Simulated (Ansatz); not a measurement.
# GaH6N: the cost of one run

Method: revPBE-D4/def2-SVP; program: Ansatz 0.2.0, Gaussian basis.

## 1. Starting geometry

The start, a first-order saddle point found at PBE0-D4 in triple zeta: 8 atoms, charge 0, spin multiplicity 1.

Atoms are counted from 1 here; the program's logs count them from 0.

Bond lengths: Ga1–H2 1.869 Å, Ga1–H3 1.560 Å, Ga1–H4 1.560 Å, Ga1–H5 1.849 Å, Ga1–N6 1.975 Å, N6–H7 1.010 Å, N6–H8 1.010 Å. Angles: H2–Ga1–H3 105.6°, H2–Ga1–H4 105.6°, H2–Ga1–H5 30.7°, H2–Ga1–N6 74.4°, H3–Ga1–H4 128.7°, H3–Ga1–H5 113.9°, H3–Ga1–N6 113.5°, H4–Ga1–H5 113.9°, H4–Ga1–N6 113.5°, H5–Ga1–N6 43.7°, Ga1–N6–H7 119.4°, Ga1–N6–H8 119.4°, H7–N6–H8 110.0°.

Coordinates:

```tsv
atom	x (Å)	y (Å)	z (Å)
Ga1	-0.8288	0.3033	-0.4036
H2	0.5610	-0.3358	-1.4777
H3	-0.9114	1.8348	-0.6896
H4	-1.9589	-0.7681	-0.4971
H5	0.8774	-0.3936	-0.5467
N6	0.6235	-0.1882	0.8421
H7	0.5106	-0.9920	1.4431
H8	1.1264	0.5396	1.3295
```

## 2. The relaxation

File run/in.yaml:

```yaml
crystal:
  periodic: [false, false, false]
  atoms:
    - {symbol: Ga, position_ang: [-0.828795, 0.303336, -0.403591]}
    - {symbol: H, position_ang: [0.560974, -0.335819, -1.477748]}
    - {symbol: H, position_ang: [-0.911390, 1.834765, -0.689609]}
    - {symbol: H, position_ang: [-1.958911, -0.768142, -0.497118]}
    - {symbol: H, position_ang: [0.877438, -0.393643, -0.546718]}
    - {symbol: N, position_ang: [0.623528, -0.188172, 0.842071]}
    - {symbol: H, position_ang: [0.510607, -0.991969, 1.443117]}
    - {symbol: H, position_ang: [1.126449, 0.539644, 1.329495]}
basis:
  gaussian: {orbitals: def2-SVP}
hamiltonian: {xc: {name: revPBE}, dispersion: d4}
relax: {f_tol: 0.03, max_steps: 60, escape_saddle: false}
```

The run is started by

```
$ ansatz run in.yaml --threads 2 --pin off --events-out ev --progress --plain --max-ram 4352MiB
```

**Question.** How long does this run take on 2 threads of Intel Xeon Platinum 8488C, shared host?

About 9.5 s.
